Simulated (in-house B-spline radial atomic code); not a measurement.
**Ba: binding energies from hole states**

Aim: binding energies of the shells of Ba, from runs with electrons taken out, set against the orbital energies of the parent.

Method: Dirac-Coulomb relativistic LDA (MacDonald-Vosko exchange, VWN5), spherical fractional occupations, Fermi nucleus, basis-set limit. Code: in-house B-spline radial atomic code version 1.

## (1) Starting point

- element: barium (Z = 56)
- charge: 0
- electrons: 56
- configuration: [Xe] 6s2
- Hamiltonian: Dirac-Coulomb
- nucleus: Fermi, rms radius 4.838 fm

The outer shells:

[Xe] 6s2
```
[Xe] core
6s [↑↓]
```

Settings of the run:

```ini
Z = 56
electrons = 56.0
configuration = [Xe] 6s2
hamiltonian = dirac
method = lda_x_rel,vwn
spin_polarised = False
nucleus = fermi
rms_radius = 4.8378
mass_number = 138
atomic_mass = 137.905247059
speed_of_light = 137.035999084
```

This reference run was done before. Its total energy is -8120.519969 hartree, and its levels are (the highest eight at most):

```
orbital  occupation  energy (eV)  <r> (bohr)
  4p1/2           2      -190.90      0.6979
  4p3/2           4      -175.53      0.7254
  4d3/2           4      -91.191      0.7954
  4d5/2           6      -88.570      0.8055
  5s1/2           2      -33.685       1.638
  5p1/2           2      -20.260       1.863
  5p3/2           4      -18.156       1.951
  6s1/2           2       -3.341       4.727
```

## (2) The 3p3/2 hole

In configurations, a minus sign after the shell means j = l − 1/2 and a plus sign j = l + 1/2; the count of electrons follows.

Settings of the run:

```ini
Z = 56
electrons = 55.0
configuration = 1s2 2s2 2p6 3s2 3p-2 3p+3 3d10 4s2 4p6 4d10 5s2 5p6 6s2
hamiltonian = dirac
method = lda_x_rel,vwn
spin_polarised = False
nucleus = fermi
rms_radius = 4.8378
mass_number = 138
atomic_mass = 137.905247059
speed_of_light = 137.035999084
```

## (3) The 3d3/2 hole

Settings: those of step 2 with these lines changed.

```diff
@@ -2,3 +2,3 @@
 electrons = 55.0
-configuration = 1s2 2s2 2p6 3s2 3p-2 3p+3 3d10 4s2 4p6 4d10 5s2 5p6 6s2
+configuration = 1s2 2s2 2p6 3s2 3p6 3d-3 3d+6 4s2 4p6 4d10 5s2 5p6 6s2
 hamiltonian = dirac
```

## (4) The 3d5/2 hole

Settings: those of step 3 with these lines changed.

```diff
@@ -2,3 +2,3 @@
 electrons = 55.0
-configuration = 1s2 2s2 2p6 3s2 3p6 3d-3 3d+6 4s2 4p6 4d10 5s2 5p6 6s2
+configuration = 1s2 2s2 2p6 3s2 3p6 3d-4 3d+5 4s2 4p6 4d10 5s2 5p6 6s2
 hamiltonian = dirac
```

## (5) The 4s hole

Settings: those of step 4 with these lines changed.

```diff
@@ -2,3 +2,3 @@
 electrons = 55.0
-configuration = 1s2 2s2 2p6 3s2 3p6 3d-4 3d+5 4s2 4p6 4d10 5s2 5p6 6s2
+configuration = 1s2 2s2 2p6 3s2 3p6 3d10 4s1 4p6 4d10 5s2 5p6 6s2
 hamiltonian = dirac
```

## (6) The 4p1/2 hole

Settings: those of step 5 with these lines changed.

```diff
@@ -2,3 +2,3 @@
 electrons = 55.0
-configuration = 1s2 2s2 2p6 3s2 3p6 3d10 4s1 4p6 4d10 5s2 5p6 6s2
+configuration = 1s2 2s2 2p6 3s2 3p6 3d10 4s2 4p-1 4p+4 4d10 5s2 5p6 6s2
 hamiltonian = dirac
```

## (7) The 4p3/2 hole

Settings: those of step 6 with these lines changed.

```diff
@@ -2,3 +2,3 @@
 electrons = 55.0
-configuration = 1s2 2s2 2p6 3s2 3p6 3d10 4s2 4p-1 4p+4 4d10 5s2 5p6 6s2
+configuration = 1s2 2s2 2p6 3s2 3p6 3d10 4s2 4p-2 4p+3 4d10 5s2 5p6 6s2
 hamiltonian = dirac
```

**Question.** What does each hole state cost in eV, and how does that compare with the orbital energies or single holes?

As calculated:

| hole | ΔSCF (eV) | −ε of the parent (eV) | −ε less ΔSCF (eV) |
| --- | --- | --- | --- |
| 3p3/2 | 1045.83 | 1022.24 | -23.59 |
| 3d3/2 | 799.64 | 772.99 | -26.65 |
| 3d5/2 | 783.59 | 757.33 | -26.26 |
| 4s | 252.78 | 242.25 | -10.53 |
| 4p1/2 | 201.14 | 190.90 | -10.24 |
| 4p3/2 | 185.46 | 175.53 | -9.92 |

What this shows: With relativistic LDA the orbital energies fall short of the binding energies, by 23.6 eV for 3p3/2: an electron's repulsion with itself pushes the levels up, so −ε is no binding energy here. The spin-orbit splitting of the 3d hole is 16.04 eV. Values are for the free atom, measured from the vacuum level.
